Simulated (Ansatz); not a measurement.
# Sr3Mg: the cost of one run

Computed with Ansatz 0.2.0 (DFT LDA, scalar-relativistic, plane waves, PAW, unless a step's input says otherwise).

### 1 The starting structure

It takes space group I4/mmm (No. 139, tetragonal). The conventional cell has a = 5.530 Å, b = 5.530 Å, c = 11.849 Å, α = 90.00°, β = 90.00°, γ = 90.00°. Sr (site symmetry 4/mmm) has 4 Mg at 3.91 Å and 8 Sr at 4.05 Å as nearest neighbours. Sr (site symmetry -4m2) is surrounded by 8 Sr at 3.91 to 4.05 Å and 4 Mg at 4.05 Å. Around Mg (site symmetry 4/mmm) lie 12 Sr at 3.91 to 4.05 Å.

Structure file:

```
CELL_PARAMETERS angstrom
-2.76478 2.76478 5.92435
2.76478 -2.76478 5.92435
2.76478 2.76478 -5.92435
ATOMIC_POSITIONS crystal
Sr 0.50000 0.50000 0.00000
Sr 0.25000 0.75000 0.50000
Sr 0.75000 0.25000 0.50000
Mg 0.00000 0.00000 0.00000
```

The structure comes from the Materials Project (structure only).

### 2 Self-consistent density

input.yaml

```yaml
crystal:
  lattice:
    - [-2.76478, 2.76478, 5.92435]
    - [2.76478, -2.76478, 5.92435]
    - [2.76478, 2.76478, -5.92435]
  atoms:
    - { symbol: Sr, position: [0.5, 0.5, 0.0] }
    - { symbol: Sr, position: [0.25, 0.75, 0.5] }
    - { symbol: Sr, position: [0.75, 0.25, 0.5] }
    - { symbol: Mg, position: [0.0, 0.0, 0.0] }
basis:
  ecutwfc: 420
  fft_grid_basis: typed
kpoints:
  mp_grid: { grid: [10, 10, 10] }
hamiltonian:
  xc: lda
scf:
  occupations: { method: gaussian, width: 0.05 }
output:
  forces: true
  stress: true
  eigenvalues: true
  bader: true
  write_density: true
  volumetric_format: npy
  elf: true
```

Command:

```sh
ansatz run input.yaml --threads 1 --pin off --max-ram 2560MiB --backend cpu --events-out ev --progress --plain --runs-dir out
```

Q: Estimate wall time and peak memory on 1 thread of Arm Neoverse V2, shared host.

About 35 s, with a peak of 0.56 GiB.
